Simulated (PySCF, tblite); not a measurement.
**C2H8Si2 (triplet), a small gas-phase stand-in for a defect centre: EPR parameters**

Wanted: the EPR parameters for `[SiH3][C]C[SiH3]`. It is drawn as: twofold C.

Computed with tblite 0.8.0 and PySCF 2.14.0; each step states its level. No surroundings beyond the atoms listed, unless a continuum is named. Atoms count from 0, parts from 1.

## Step 1: Starting point

12 atoms, charge 0, multiplicity 3; geometry: distance geometry start.

## Step 2: Geometry optimisation with GFN2-xTB

Job settings and geometry (Å):

```
{"job": {"kind": "relax", "xc": "GFN2-xTB", "basis": "xTB"}, "charge": 0, "multiplicity": 3}
C     -0.023187     0.116521     0.412110
Si     0.951192    -1.263518     1.151571
C     -0.960554     1.185879     0.039433
Si    -1.151038     1.225244    -1.791757
H      0.083111    -2.239602     1.662805
H      1.758437    -1.865143     0.135419
H      1.775999    -0.759166     2.162447
H     -0.584273     2.075988     0.367447
H     -1.870283     1.007845     0.480686
H     -0.458806     0.102307    -2.366133
H     -2.524544     1.165830    -2.133182
H     -0.572428     2.433882    -2.282573
```

Method: GFN2-xTB geometry optimisation, gas phase.

On the command line:

```sh
$ OMP_NUM_THREADS=1 python cluster_run.py task.json out
```

The driver reads the jobs from task.json and runs them one after another.

**Question.** The jobs that follow are: PBE0-D3(BJ)/def2-SVP geometry optimisation, gas phase; UKS B3LYP, IGLO-III on C Si, pcH-1 on H, non-relativistic, mean-field spin-orbit, GIAO; UKS BHandHLYP, IGLO-III on C Si, pcH-1 on H, non-relativistic, mean-field spin-orbit, GIAO. Predict: point group; rotational constants (main isotopes); D, E (B3LYP); g(iso) (B3LYP); ⟨S²⟩; largest a(iso); potential on the surface of density 0.002 e/bohr³, 1st and 99th percentile.

As calculated:

| quantity | value |
| --- | --- |
| point group | C1 |
| rotational constants (main isotopes) | 10.32, 1.78, 1.60 GHz |
| D, E (B3LYP) | 0.611, 0.008 cm⁻¹ |
| g(iso) (B3LYP) | 2.00238 |
| ⟨S²⟩ | 2.009 (exact 2.00) |
| largest a(iso) | 13C on C0, 105.7 MHz |
| potential on the surface of density 0.002 e/bohr³, 1st and 99th percentile | -0.31 V and 1.15 V |

The start of the PBE0/def2-SVP relaxation was shaken at random by about 0.01 Å, so part of the energy gained, and of the first lengths quoted, undoes that. The optimisation took 4 steps and gained 0.147 eV; among the close pairs (by a distance rule), Si3–H11 changed most, from 1.433 to 1.493 Å (PBE0/def2-SVP). C0 carries the largest spin population, 1.77 e. The isotropic g lies 0.1 ppt above the free-electron value. The coupling of 13C on C0 runs from 105.7 (B3LYP/IGLO-III+pcH-1) to 128.7 MHz (BHandHLYP/IGLO-III+pcH-1). The triplet was assumed; the singlet may lie lower. A capped cluster stands for the solid here, so long-range fields and strain are missing, and bands or shifts of the capping hydrogens have no counterpart in it.
